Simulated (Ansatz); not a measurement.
**ClFGaHSe: up Jacob's ladder to CCSD(T)**

How much do the methods differ for ClFGaHSe? The plan is to run it at one geometry with functionals of several rungs and with coupled cluster. The yardstick is the atomisation energy at the CCSD(T) limit.

Program: Ansatz 0.2.0, Gaussian basis. Level of theory: functionals in def2-TZVPP, the program's frozen cores in correlated methods. These are calculated values, not measurements.

Plan: LDA (SPW92), PBE-D4, revPBE-D4, BLYP-D4, r2SCAN-D4, B97M-V, PBE0-D4, B3LYP-D4, r2SCANh-D4, r2SCAN0-D4, HSE06-D4, BHLYP-D4, CAM-B3LYP-D4, LC-ωPBE, ωB97X-V, ωB97M-V, B2PLYP, PBE-QIDH; CCSD(T)/def2-SVP; CCSD(T)/def2-TZVPP; MP2/def2-QZVPP; extrapolation to the limit; RPA on PBE.

### Step 1. Structure used throughout

The geometry comes from an earlier relaxation with PBE0-D4 in a triple-zeta def2 set; it is a stationary point.

SMILES `[F][Ga]([Cl])[SeH]`, 5 atoms, charge 0, spin multiplicity 1.

Atoms are counted from 1 here; the program's logs count them from 0.

Bond lengths: F1–Ga2 1.742 Å, Ga2–Cl3 2.121 Å, Ga2–Se4 2.293 Å, Se4–H5 1.470 Å. Angles: F1–Ga2–Cl3 116.2°, F1–Ga2–Se4 118.4°, Cl3–Ga2–Se4 125.4°, Ga2–Se4–H5 90.4°.

### Step 2. LDA

This LDA is Slater exchange with PW92 correlation.

Input file in.yaml:

```yaml
crystal:
  periodic: [false, false, false]
  atoms:
    - {symbol: F, position_ang: [-0.629867, -1.717362, 1.391217]}
    - {symbol: Ga, position_ang: [0.060254, -0.463724, 0.397761]}
    - {symbol: Cl, position_ang: [2.162144, -0.214647, 0.532078]}
    - {symbol: Se, position_ang: [-1.341893, 0.770767, -0.931988]}
    - {symbol: H, position_ang: [-0.200638, 1.551268, -1.430468]}
basis:
  gaussian: {orbitals: def2-TZVPP}
hamiltonian: {xc: lda}
output: {orbitals: {seedname: orbitals}}
```

The run is started by

```sh
ansatz run in.yaml --threads 4 --pin off --events-out ev --progress --plain --max-ram 10444MiB
```

Further steps of the session: PBE-D4 (GGA); revPBE-D4 (GGA); BLYP-D4 (GGA); r2SCAN-D4 (meta-GGA); B97M-V (meta-GGA); B3LYP-D4 (hybrid); r2SCANh-D4 (hybrid); r2SCAN0-D4 (hybrid); HSE06-D4 (hybrid); BHLYP-D4 (hybrid); CAM-B3LYP-D4 (range-separated); LC-ωPBE (range-separated); ωB97X-V (range-separated); ωB97M-V (range-separated); B2PLYP (double hybrid); PBE-QIDH (double hybrid); CCSD(T) in def2-SVP; CCSD(T) in def2-TZVPP; MP2 in def2-QZVPP; RPA on PBE orbitals.

Q: Predict the results of all the runs planned. Wanted: atomisation energy, CCSD(T)/CBS; farthest beyond LDA; mean size of error, GGA; mean size of error, meta-GGA; mean size of error, hybrid; mean size of error, range-separated; mean size of error, double hybrid; gap, smallest and largest; T1 diagnostic.

As calculated:

```
                               quantity                                                     value
        atomisation energy, CCSD(T)/CBS                                                 15.120 eV
    functionals within 0.151 eV (1.0 %)  PBE-D4, r2SCAN-D4, B97M-V, r2SCANh-D4, ωB97X-V, PBE-QIDH
                    farthest beyond LDA                                      BHLYP-D4 (-0.994 eV)
                mean size of error, GGA                                                  0.355 eV
           mean size of error, meta-GGA                                                  0.071 eV
             mean size of error, hybrid                                                  0.430 eV
    mean size of error, range-separated                                                  0.268 eV
      mean size of error, double hybrid                                                  0.305 eV
              gap, smallest and largest                 4.12 eV (LDA (SPW92)), 11.22 eV (LC-ωPBE)
                          T1 diagnostic                                                    0.0118
triples share of the correlation energy                                                     3.7 %
```

LDA overbinds by 2.412 eV (16 %). PBE-D4 misses by +0.078 eV. Double hybrids carry the basis error of their MP2 part in triple zeta, and no dispersion term here, so their miss is partly the set-up's. By mean error the best rung here is meta-GGA (0.071 eV) and the worst beyond LDA is hybrid (0.430 eV). GGA functionals lie within the reference's doubt of that worst mean (0.355 eV), so those two tie. The mean of the hybrids holds BHLYP, with half exact exchange. The reference freezes the cores and leaves out relativity and excitations past (T), and its outer-core shells are covered unevenly, so misses under about 0.151 eV can't be ranked. All levels share the lack of spin-orbit coupling, which lowers the free heavy atoms and so the true binding. Hartree-Fock recovers 69 % of the binding; the rest is correlation. CCSD(T) in def2-SVP is off by -1.158 eV, worse than the median functional, from the basis alone. Orbital gaps span 4.1 to 11.2 eV; exact exchange widens them. Correlated methods include outer-core shells of Ga, Se, which these sets cover unevenly.
